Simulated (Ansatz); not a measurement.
# GaH₆NS: search for a transition state, part 1 of 2

Is there a first-order saddle for this four-centre ligand exchange, which should form Ga1–S6, N2–H5 and break Ga1–N2, H5–S6, and which two structures does it connect?

The runs use Ansatz 0.2.0, Gaussian basis; PBE0-D4, def2-SVP first, then def2-TZVP.

152 further runs of the same task are left out: 152 set aside as unsound or not needed.

### Step 1. Where the work starts

The guess: 9 atoms, charge 0, spin multiplicity 1.

Atoms are counted from 1 here; the program's logs count them from 0.

Bond lengths: Ga1–N2 1.942 Å, Ga1–H3 1.542 Å, Ga1–H4 1.549 Å, Ga1–S6 2.465 Å, N2–H7 1.018 Å, N2–H8 1.017 Å, H5–S6 1.527 Å, S6–H9 1.334 Å. Angles: N2–Ga1–H3 116.4°, N2–Ga1–H4 114.6°, N2–Ga1–S6 80.5°, H3–Ga1–H4 120.0°, H3–Ga1–S6 111.3°, H4–Ga1–S6 106.2°, Ga1–N2–H7 120.4°, Ga1–N2–H8 123.4°, H7–N2–H8 106.2°, Ga1–S6–H5 61.0°, Ga1–S6–H9 90.5°, H5–S6–H9 90.2°.

As a file:

```xyz
9
charge 0, multiplicity 1
Ga   -0.7227   -0.7694    0.0467
N    -0.3769    1.1331   -0.1287
H    -1.5617   -1.4191   -1.0722
H    -0.8603   -1.2667    1.5071
H     0.9854    0.5128   -0.3943
S     1.6841   -0.8420   -0.4807
H    -0.7051    1.6430   -0.9464
H    -0.4250    1.7850    0.6509
H     1.9822   -0.7768    0.8176
```

Distances that are to change: Ga1–S6 2.46 Å, N2–H5 1.52 Å, Ga1–N2 1.94 Å, H5–S6 1.53 Å.

### Step 2. Constrained relaxation of the guess

The input, hold/in.yaml:

```yaml
crystal:
  periodic: [false, false, false]
  atoms:
    - {symbol: Ga, position_ang: [-0.722700, -0.769400, 0.046700]}
    - {symbol: N, position_ang: [-0.376900, 1.133100, -0.128700]}
    - {symbol: H, position_ang: [-1.561700, -1.419100, -1.072200]}
    - {symbol: H, position_ang: [-0.860300, -1.266700, 1.507100]}
    - {symbol: H, position_ang: [0.985400, 0.512800, -0.394300]}
    - {symbol: S, position_ang: [1.684100, -0.842000, -0.480700]}
    - {symbol: H, position_ang: [-0.705100, 1.643000, -0.946400]}
    - {symbol: H, position_ang: [-0.425000, 1.785000, 0.650900]}
    - {symbol: H, position_ang: [1.982200, -0.776800, 0.817600]}
basis:
  gaussian: {orbitals: def2-SVP}
hamiltonian: {xc: pbe0, dispersion: d4}
relax: {f_tol: 0.04, max_steps: 150, escape_saddle: false, constraints: [{distance: [0, 5]}, {distance: [1, 4]}, {distance: [0, 1]}, {distance: [4, 5]}]}
```

On the command line:

```bash
ansatz run in.yaml --threads 4 --pin off --events-out ev --progress --plain --max-ram 9574MiB
```

Standard output (excerpt; [...] marks lines left out):

```text
Functional definition: PBE0
  name "PBE0"
  cite "Adamo & Barone, J. Chem. Phys. 110, 6158 (1999) doi:10.1063/1.478522"
  cite "Perdew, Burke & Ernzerhof, Phys. Rev. Lett. 77, 3865 (1996) doi:10.1103/PhysRevLett.77.3865"
  parent pbe
[...]
1000 factors; integrals over basis functions are off by at most 3.2e-4 eV
[...]
mean field -64777.63924339 eV, -2380.5343343338 hartree, gradient 1.6e-5 eV, S^2 0.000000; 0 other end points of the search recorded, 0 dependent functions left out
[...]
reference -64777.63927145 eV, -2380.5343353647 hartree; 30, 30 occupied and 64, 64 virtual orbitals, 1000 factors
relax step   1: F+E_penalty+E_count = -64777.79823942 eV  Δ(F+E_penalty+E_count) = +0.000e0 eV  max|allowed force component| = 4.481e-1 eV/Å  Δτ_max = 0.0000 Å  (26 SCF iters, accepted)
[...]
relax step   5: F+E_penalty+E_count = -64777.85310622 eV  Δ(F+E_penalty+E_count) = -6.783e-4 eV  max|allowed force component| = 4.978e-2 eV/Å  Δτ_max = 0.0255 Å  (24 SCF iters, accepted)
[...]
relax step   6: F+E_penalty+E_count = -64777.85345573 eV  Δ(F+E_penalty+E_count) = -3.495e-4 eV  max|allowed force component| = 8.507e-3 eV/Å  Δτ_max = 0.0126 Å  (23 SCF iters, accepted)
  distance Ga 0 - S 5 held at 2.464976 Å   reaction = -2.7291e-1 eV/Å
  distance N 1 - H 4 held at 1.520255 Å   reaction = +4.9499e-1 eV/Å
  distance Ga 0 - N 1 held at 1.941610 Å   reaction = -3.4188e-1 eV/Å
  distance H 4 - S 5 held at 1.526804 Å   reaction = -3.0089e-1 eV/Å
1000 factors; integrals over basis functions are off by at most 3.1e-4 eV
mean field -64777.69464282 eV, -2380.5363702251 hartree, gradient 9.7e-6 eV, S^2 0.000000; 1 other end points of the search recorded, 0 dependent functions left out
[...]
reference -64777.69467095 eV, -2380.5363712590 hartree; 30, 30 occupied and 64, 64 virtual orbitals, 1000 factors
Total energy: -64777.85348386 eV, -2380.5422075259 hartree
Atom 0 at    -0.745374    -0.761576     0.071267 Å, force    -0.332310    -0.315069     0.101250 eV/Å
Atom 1 at    -0.368944     1.130875    -0.145015 Å, force     0.506602     0.133429    -0.130657 eV/Å
Atom 2 at    -1.487282    -1.373708    -1.163163 Å, force    -0.001263    -0.001903    -0.003149 eV/Å
Atom 3 at    -0.900180    -1.183286     1.572497 Å, force     0.000503    -0.000949    -0.001081 eV/Å
Atom 4 at     0.986923     0.500265    -0.419116 Å, force    -0.577447     0.476832     0.091891 eV/Å
Atom 5 at     1.656443    -0.870883    -0.472270 Å, force     0.398867    -0.279197    -0.062146 eV/Å
Atom 6 at    -0.794011     1.624302    -0.928938 Å, force     0.004198    -0.007313     0.006872 eV/Å
Atom 7 at    -0.423091     1.733341     0.674746 Å, force    -0.001144    -0.001199    -0.000481 eV/Å
Atom 8 at     2.075516    -0.799431     0.809994 Å, force     0.001994    -0.004632    -0.002500 eV/Å
Dipole moment:     0.048651     0.500546     0.151093 e Å
```

Run time: 27 s. Hardware: 4 threads of AMD EPYC, shared host; peak memory 0.21 GiB.

Along the way:

| step | energy from step 1 (eV) | largest force component (eV/Å) |
| --- | --- | --- |
| 1 | 0.0000 | 0.4481 |
| 2 | -0.0481 | 0.1060 |
| 3 | -0.0493 | 0.2345 |
| 4 | -0.0542 | 0.0701 |
| 5 | -0.0549 | 0.0498 |
| 6 | -0.0552 | 0.0085 |

Distances of close pairs at the start and the end, largest changes first:

| bond | before (Å) | after (Å) | change (Å) |
| --- | --- | --- | --- |
| Ga1–H3 | 1.542 | 1.565 | +0.023 |
| Ga1–H4 | 1.549 | 1.567 | +0.018 |
| S6–H9 | 1.334 | 1.351 | +0.017 |
| N2–H8 | 1.017 | 1.019 | +0.001 |
| N2–H7 | 1.018 | 1.019 | +0.001 |
| Ga1–N2 | 1.942 | 1.942 | +0.000 |
| H5–S6 | 1.527 | 1.527 | +0.000 |
| Ga1–S6 | 2.465 | 2.465 | +0.000 |

### Step 3. Force constants to start from

The input, hessian/in.yaml:

```yaml
crystal:
  periodic: [false, false, false]
  atoms:
    - {symbol: Ga, position_ang: [-0.745374, -0.761576, 0.071267]}
    - {symbol: N, position_ang: [-0.368944, 1.130875, -0.145015]}
    - {symbol: H, position_ang: [-1.487282, -1.373708, -1.163163]}
    - {symbol: H, position_ang: [-0.900180, -1.183286, 1.572497]}
    - {symbol: H, position_ang: [0.986923, 0.500265, -0.419116]}
    - {symbol: S, position_ang: [1.656443, -0.870883, -0.472270]}
    - {symbol: H, position_ang: [-0.794011, 1.624302, -0.928938]}
    - {symbol: H, position_ang: [-0.423091, 1.733341, 0.674746]}
    - {symbol: H, position_ang: [2.075516, -0.799431, 0.809994]}
basis:
  gaussian: {orbitals: def2-SVP}
hamiltonian: {xc: pbe0, dispersion: d4}
phonons: {}
scf: {lower_state_search: off}
```

On the command line:

```bash
ansatz run in.yaml --threads 4 --pin off --events-out ev --progress --plain --max-ram 9574MiB
```

Standard output (excerpt; [...] marks lines left out):

```text
[... 5 set-up lines as earlier in the session ...]
[...]
1000 factors; integrals over basis functions are off by at most 3.1e-4 eV
[...]
mean field -64777.69464310 eV, -2380.5363702355 hartree, gradient 2.2e-6 eV, S^2 0.000000; 0 other end points of the search recorded, 0 dependent functions left out
[...]
reference -64777.69467122 eV, -2380.5363712687 hartree; 30, 30 occupied and 64, 64 virtual orbitals, 1000 factors
[... from here to the last solve, the lines of the solves are left out (53 solves) ...]
1000 factors; integrals over basis functions are off by at most 3.1e-4 eV
mean field -64777.69457508 eV, -2380.5363677358 hartree, gradient 1.6e-6 eV, S^2 0.000000; 0 other end points of the search recorded, 0 dependent functions left out
[...]
WARN: phonons: modes at or below zero, which the zero-point energy, F, S and C_V leave out: 1, the lowest at -866.48 cm⁻¹. A minimum has none, and a first-order saddle one
[...]
Atom 2 at    -1.487282    -1.373708    -1.163163 Å, force    -0.001268    -0.001904    -0.003148 eV/Å
Atom 3 at    -0.900180    -1.183286     1.572497 Å, force     0.000501    -0.000953    -0.001077 eV/Å
Atom 4 at     0.986923     0.500265    -0.419116 Å, force    -0.577443     0.476841     0.091890 eV/Å
Atom 5 at     1.656443    -0.870883    -0.472270 Å, force     0.398867    -0.279203    -0.062138 eV/Å
Atom 6 at    -0.794011     1.624302    -0.928938 Å, force     0.004201    -0.007318     0.006872 eV/Å
Atom 7 at    -0.423091     1.733341     0.674746 Å, force    -0.001144    -0.001190    -0.000462 eV/Å
Atom 8 at     2.075516    -0.799431     0.809994 Å, force     0.001993    -0.004633    -0.002505 eV/Å
Dipole moment:     0.048651     0.500546     0.151093 e Å
Vibrations: -866.48 241.36 288.40 377.06 438.95 454.37 529.27 580.77 589.17 654.07 732.14 737.14 790.75 1342.00 1440.73 1542.08 1979.89 1992.15 2720.82 3547.50 3648.13 cm⁻¹, zero-point energy 1.526665 eV
Checks for a lower state left out: stability, starts, cluster_reference, orbital_swaps, neighbouring_geometries, increment
```

Run time: 2.3 min. Hardware: 4 threads of AMD EPYC, shared host; peak memory 0.19 GiB.

The structure is not stationary yet, so these wavenumbers are no spectrum; the search needs only the force constants.

### Step 4. Saddle search in the small basis

The search itself is an outer loop (partitioned rational-function steps, Bofill update of the Hessian). Each step is one single-point run with forces. It stops when the largest force is under 0.04 eV/Å and the followed curvature is negative. The first step's input:

The input, presaddle/in.yaml:

```yaml
crystal:
  periodic: [false, false, false]
  atoms:
    - {symbol: Ga, position_ang: [-0.745374, -0.761576, 0.071267]}
    - {symbol: N, position_ang: [-0.368944, 1.130875, -0.145015]}
    - {symbol: H, position_ang: [-1.487282, -1.373708, -1.163163]}
    - {symbol: H, position_ang: [-0.900180, -1.183286, 1.572497]}
    - {symbol: H, position_ang: [0.986923, 0.500265, -0.419116]}
    - {symbol: S, position_ang: [1.656443, -0.870883, -0.472270]}
    - {symbol: H, position_ang: [-0.794011, 1.624302, -0.928938]}
    - {symbol: H, position_ang: [-0.423091, 1.733341, 0.674746]}
    - {symbol: H, position_ang: [2.075516, -0.799431, 0.809994]}
basis:
  gaussian: {orbitals: def2-SVP}
hamiltonian: {xc: pbe0, dispersion: d4}
output: {forces: true}
scf: {lower_state_search: off}
```

On the command line:

```bash
ansatz run in.yaml --threads 4 --pin off --events-out ev --progress --plain --max-ram 9574MiB
```

The driver's record:

| step | energy (eV) | largest force (eV/Å) | followed curvature (eV/Å²) |
| --- | --- | --- | --- |
| 1 | -64777.85347 | 0.5775 | -5.17 |
| 2 | -64777.81006 | 0.2805 | -3.16 |
| 3 | -64777.80389 | 0.1183 | -1.52 |
| 4 | -64777.80069 | 0.1299 | -0.46 |
| 5 | -64777.79729 | 0.1932 | -1.05 |
| 6 | -64777.79974 | 0.0868 | -2.52 |
| 7 | -64777.79953 | 0.0422 | -0.72 |
| 8 | -64777.79833 | 0.0944 | -0.42 |
| 9 | -64777.79828 | 0.1008 | -0.20 |
| 10 | -64777.79487 | 0.2308 | 0.07 |
| 11 | -64777.79385 | 0.1755 | 0.08 |
| 12 | -64777.79024 | 0.2666 | 0.02 |
| 13 | -64777.78646 | 0.0599 | -0.20 |
| 14 | -64777.78346 | 0.1452 | -0.37 |
| 15 | -64777.78154 | 0.2379 | -1.52 |
| 16 | -64777.78326 | 0.1713 | -1.65 |
| 17 | -64777.78479 | 0.0499 | -1.81 |
| 18 | -64777.78375 | 0.1355 | -0.69 |
| 19 | -64777.78487 | 0.0345 | -0.99 |

The 19 steps took 53 s in all (4 threads of AMD EPYC, shared host).

### Step 5. Saddle search in triple zeta

A small driver takes partitioned rational-function steps: uphill along one mode, downhill along the rest. It calls the program once a step for energy and forces and updates the Hessian by Bofill's formula. It stops when the largest force is under 0.01 eV/Å and the followed curvature is negative. The first step's input:

The input, saddle/in.yaml:

```yaml
crystal:
  periodic: [false, false, false]
  atoms:
    - {symbol: Ga, position_ang: [-0.890766, -0.606801, 0.081927]}
    - {symbol: N, position_ang: [-0.598632, 1.222891, -0.121209]}
    - {symbol: H, position_ang: [-1.465065, -1.371106, -1.157292]}
    - {symbol: H, position_ang: [-0.842132, -1.142389, 1.558139]}
    - {symbol: H, position_ang: [1.520033, 0.337651, -0.504786]}
    - {symbol: S, position_ang: [1.807826, -0.994766, -0.473713]}
    - {symbol: H, position_ang: [-1.025618, 1.699824, -0.910147]}
    - {symbol: H, position_ang: [-0.672108, 1.818567, 0.698240]}
    - {symbol: H, position_ang: [2.166463, -0.963970, 0.828841]}
basis:
  gaussian: {orbitals: def2-TZVP}
hamiltonian: {xc: pbe0, dispersion: d4}
output: {forces: true}
scf: {lower_state_search: off}
```

On the command line:

```bash
ansatz run in.yaml --threads 4 --pin off --events-out ev --progress --plain --max-ram 9574MiB
```

The driver's record:

| step | energy (eV) | largest force (eV/Å) | followed curvature (eV/Å²) |
| --- | --- | --- | --- |
| 1 | -64790.10639 | 0.3716 | -0.99 |
| 2 | -64790.11168 | 0.0895 | -1.19 |
| 3 | -64790.10997 | 0.0736 | -1.08 |
| 4 | -64790.11125 | 0.0942 | -1.04 |
| 5 | -64790.11027 | 0.0933 | -0.55 |
| 6 | -64790.10976 | 0.0991 | -0.36 |
| 7 | -64790.10525 | 0.1385 | -0.03 |
| 8 | -64790.10426 | 0.1450 | 0.17 |
| 9 | -64790.10033 | 0.1011 | 0.24 |
| 10 | -64790.09258 | 0.0802 | 0.32 |
| 11 | -64790.07610 | 0.1506 | 0.37 |
| 12 | -64790.02456 | 0.6786 | 0.57 |
| 13 | -64789.91307 | 1.4493 | 0.73 |
| 14 | -64789.76370 | 1.3224 | -0.13 |
| 15 | -64790.00137 | 0.4950 | -0.18 |
| 16 | -64789.97834 | 0.6771 | -0.15 |
| 17 | -64789.96843 | 1.3092 | -0.18 |
| 18 | -64790.07853 | 0.6615 | -1.44 |
| 19 | -64790.05750 | 0.1704 | -1.63 |
| 20 | -64790.06401 | 0.0995 | -1.57 |
| 21 | -64790.06888 | 0.2638 | -1.58 |
| 22 | -64790.07154 | 0.0484 | -1.37 |
| 23 | -64790.07194 | 0.0492 | -1.35 |
| 24 | -64790.07212 | 0.0172 | -0.96 |
| 25 | -64790.07218 | 0.0121 | -0.91 |
| 26 | -64790.07219 | 0.0053 | -0.13 |

The 26 steps took 2.6 min in all (4 threads of AMD EPYC, shared host).

The point found:

```xyz
9
GaH6NS
Ga   -0.80857   -0.71251    0.08004
N    -0.41087    1.15647   -0.13678
H    -1.47682   -1.38007   -1.16601
H    -0.88606   -1.19652    1.56621
H     1.09675    0.42948   -0.43245
S     1.71970   -0.87204   -0.48145
H    -0.85205    1.63257   -0.91274
H    -0.49404    1.74382    0.68250
H     2.11197   -0.80130    0.80069
```

Followed mode, largest move set to 1: H5 (0.98, -0.18, -0.09); H8 (-0.57, 0.38, -0.06); H9 (0.36, -0.31, -0.08); N2 (-0.37, 0.20, 0.11).

### Step 6. Checking the order of the point

The input, vib/in.yaml:

```yaml
crystal:
  periodic: [false, false, false]
  atoms:
    - {symbol: Ga, position_ang: [-0.808568, -0.712508, 0.080035]}
    - {symbol: N, position_ang: [-0.410869, 1.156474, -0.136777]}
    - {symbol: H, position_ang: [-1.476821, -1.380074, -1.166015]}
    - {symbol: H, position_ang: [-0.886064, -1.196522, 1.566208]}
    - {symbol: H, position_ang: [1.096750, 0.429475, -0.432453]}
    - {symbol: S, position_ang: [1.719698, -0.872041, -0.481451]}
    - {symbol: H, position_ang: [-0.852051, 1.632573, -0.912735]}
    - {symbol: H, position_ang: [-0.494043, 1.743818, 0.682500]}
    - {symbol: H, position_ang: [2.111968, -0.801295, 0.800687]}
basis:
  gaussian: {orbitals: def2-TZVP}
hamiltonian: {xc: pbe0, dispersion: d4}
phonons: {temperatures: {t_min: 298.15, t_max: 900, t_step: 200}}
```

On the command line:

```bash
ansatz run in.yaml --threads 4 --pin off --events-out ev --progress --plain --max-ram 9574MiB
```

Standard output (excerpt; [...] marks lines left out):

```text
[... 5 set-up lines as earlier in the session ...]
[...]
1103 factors; their error is unknown
[...]
mean field -64789.91467332 eV, -2380.9854480629 hartree, gradient 2.6e-5 eV, S^2 0.000000; 0 other end points of the search recorded, 0 dependent functions left out
[...]
reference -64789.91470391 eV, -2380.9854491872 hartree; 30, 30 occupied and 122, 122 virtual orbitals, 1103 factors
[... from here to the last solve, the lines of the solves are left out (53 solves) ...]
1103 factors; their error is unknown
mean field -64789.91459161 eV, -2380.9854450603 hartree, gradient 1.3e-6 eV, S^2 0.000000; 0 other end points of the search recorded, 0 dependent functions left out
[...]
WARN: phonons: modes at or below zero, which the zero-point energy, F, S and C_V leave out: 1, the lowest at -329.04 cm⁻¹. A minimum has none, and a first-order saddle one
[...]
Atom 0 at    -0.808568    -0.712508     0.080035 Å, force    -0.001938     0.000986     0.000214 eV/Å
Atom 1 at    -0.410869     1.156474    -0.136777 Å, force    -0.000123     0.000638    -0.001483 eV/Å
Atom 2 at    -1.476821    -1.380074    -1.166015 Å, force     0.000370    -0.000597     0.000328 eV/Å
Atom 3 at    -0.886064    -1.196522     1.566208 Å, force     0.000875     0.000508     0.000061 eV/Å
Atom 4 at     1.096750     0.429475    -0.432453 Å, force     0.001496    -0.005154     0.000371 eV/Å
Atom 5 at     1.719698    -0.872041    -0.481451 Å, force     0.000362     0.005248    -0.002731 eV/Å
Atom 6 at    -0.852051     1.632573    -0.912735 Å, force    -0.000740     0.000525     0.001083 eV/Å
Atom 7 at    -0.494043     1.743818     0.682500 Å, force     0.000872    -0.001348    -0.000411 eV/Å
Atom 8 at     2.111968    -0.801295     0.800687 Å, force    -0.001174    -0.000806     0.002567 eV/Å
Dipole moment:     0.056100     0.339003     0.134547 e Å
Vibrations: -329.04 180.25 257.29 335.41 432.05 486.51 510.77 526.00 582.95 630.94 720.07 741.59 809.22 1269.31 1565.70 1693.26 1977.83 1986.69 2723.02 3546.97 3643.22 cm⁻¹, zero-point energy 1.526186 eV
```

It took 3.2 min on 4 threads of AMD EPYC, shared host; peak memory 0.37 GiB.

The modes, with what each moves most:

| mode | wavenumber (cm⁻¹) | character |
| --- | --- | --- |
| 1 | 329i | changes N2–H5, H5–S6 |
| 2 | 180 | Ga–S stretch |
| 3 | 257 | torsion |
| 4 | 335 | bend with torsion |
| 5 | 432 | bend with torsion |
| 6 | 487 | torsion with bend |
| 7 | 511 | bend with torsion |
| 8 | 526 | bend with torsion |
| 9 | 583 | Ga–N stretch |
| 10 | 631 | torsion |
| 11 | 720 | bend with torsion |
| 12 | 742 | bend with torsion |
| 13 | 809 | bend |
| 14 | 1269 | bend |
| 15 | 1566 | bend |
| 16 | 1693 | S–H stretch |
| 17 | 1978 | Ga–H stretch |
| 18 | 1987 | Ga–H stretch |
| 19 | 2723 | S–H stretch |
| 20 | 3547 | N–H stretch |
| 21 | 3643 | N–H stretch |

Vibrational sums (real modes only):

| T (K) | entropy (J/mol/K) | heat capacity (J/mol/K) |
| --- | --- | --- |
| 298 | 40.5 | 62.0 |
| 498 | 79.7 | 90.4 |
| 698 | 113.2 | 108.2 |
| 898 | 142.1 | 120.8 |

(Continued in part 2 of 2.)
